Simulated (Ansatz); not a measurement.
This script for a rigid torsion scan of FH3OSb2, SMILES [OH][Sb]([F])[SbH2] with Ansatz 0.2.0, Python API holds a mistake.

`run_torsion.py`:
```python
"""Rigid torsion scan of FH3OSb2."""

import ansatz as az
from ase import Atoms


def main() -> None:
    atoms = Atoms(["O", "Sb", "F", "Sb", "H", "H", "H"], positions=[
        [-0.3892, -1.6637, 0.2577],
        [0.7205, -0.3678, 1.3297],
        [2.3149, -0.8628, 0.2668],
        [0.2389, 1.7889, -0.4082],
        [-1.36, -1.3102, 0.3904],
        [-1.5628, 1.6514, -0.0975],
        [0.0988, 0.6962, -1.7846],
    ])

    # start the scan from a relaxed geometry
    first = (
        az.Crystal.molecule_from_ase(atoms).calculation()
        .basis(gaussian="def2-SVP")
        .functional("R2SCAN0")
        .relax(force_tolerance=0.02, max_steps=30)
    )
    atoms.positions = first.run().report["positions_ang"]

    start = atoms.get_dihedral(2, 1, 0, 4)
    energies = {}
    for turn in range(0, 360, 30):
        turned = atoms.copy()
        turned.set_dihedral(2, 1, 0, 4, start + turn, indices=[0, 4])
        calculation = az.Crystal.molecule_from_ase(turned).calculation().basis(gaussian="def2-SVP").functional("R2SCAN0")
        energies[round((start + turn) % 360)] = calculation.run(cores=2).report["free_energy_ev"]
    floor = min(energies.values())
    print("dihedral F2-Sb1-O0-H4 (deg)   E - E(min) (kcal/mol)")
    for angle, e in sorted(energies.items()):
        print(f"{angle:8d} {23.060548 * (e - floor):14.3f}  " + "#" * int(30 * (e - floor) / max(max(energies.values()) - floor, 1e-9)))


if __name__ == "__main__":
    main()
```

Output of `python run_torsion.py`:
```text
Traceback (most recent call last):
  File "run_torsion.py", line 41, in <module>
    main()
    ~~~~^^
  File "run_torsion.py", line 33, in main
    energies[round((start + turn) % 360)] = calculation.run(cores=2).report["free_energy_ev"]
                                            ~~~~~~~~~~~~~~~^^^^^^^^^
TypeError: Calculation.run() got an unexpected keyword argument 'cores'
```

Why does it end like this?

The fault: run() has no such keyword. The change:

```diff
--- before
+++ after
@@ -22,3 +22,3 @@
         .functional("R2SCAN0")
-        .relax(force_tolerance=0.02, max_steps=30)
+        .relax(force_tolerance=0.02, max_steps=80)
     )
@@ -32,3 +32,3 @@
         calculation = az.Crystal.molecule_from_ase(turned).calculation().basis(gaussian="def2-SVP").functional("R2SCAN0")
-        energies[round((start + turn) % 360)] = calculation.run(cores=2).report["free_energy_ev"]
+        energies[round((start + turn) % 360)] = calculation.run().report["free_energy_ev"]
     floor = min(energies.values())
```

After the fix:

```console
$ python run_torsion.py
dihedral F2-Sb1-O0-H4 (deg)   E - E(min) (kcal/mol)
       2          2.066  ############
      32          2.788  ################
      62          2.409  ##############
      92          1.953  ###########
     122          2.484  ##############
     152          3.918  #######################
     182          4.978  ##############################
     212          4.449  ##########################
     242          2.613  ###############
     272          0.750  ####
     302          0.000
     332          0.685  ####
```

The scan is rigid and the energies are electronic, in a modest basis. With rigid groups the curve can differ much from the relaxed path, the start wasn't checked as a minimum of this torsion, and equivalent turns needn't return to the same energy. def2 sets replace the cores of elements past krypton by effective core potentials. Timing: 3.5 min on 1 thread of Arm Neoverse V2, on a shared host, peak memory 0.33 GiB.
